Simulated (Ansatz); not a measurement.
Runs of Ansatz 0.2.0 on AlHg. It takes space group F-43m (No. 216, cubic). The conventional cell has a = 6.137 Å, b = 6.137 Å, c = 6.137 Å, α = 90.00°, β = 90.00°, γ = 90.00°. Al (site symmetry -43m) has 4 Hg at 2.66 Å as nearest neighbours. Around Hg (site symmetry -43m) lie 4 Al at 2.66 Å. The cell was built by a generator and needn't be a form met in nature.

```csv
level,gap on the mesh (eV),pressure (GPa),relaxed volume (Å³/atom)
PBEsol,none,0.0,(b)
BLYP,none,0.0,31.52
RPBE,none,0.0,30.18
LDA,none,0.0,(a)
revPBE,none,0.0,29.82
```

Alike in all rows: task relaxation of cell and atoms; potentials or basis Ansatz PAW; no spin polarisation; cell relaxed; k mesh 8 × 8 × 8; cutoff (eV) 420; smearing fermi-dirac 0.05 eV.

Task: Fill in the values left out.

Result: (a) 26.26; (b) 27.25.

Caveats: the plane-wave basis is chosen anew once the cell has moved, so the energies of steps on either side of that aren't comparable; the PAW data sets come from PBE, with cores solved anew for the run's functional, which leaves a small shift of forces and pressure.

A k mesh can miss the band edges, and the runs leave out spin-orbit coupling on Hg.

A gap of «none» marks a metal or a gap under the smearing width.

Runs at the PBE level aren't shown here.
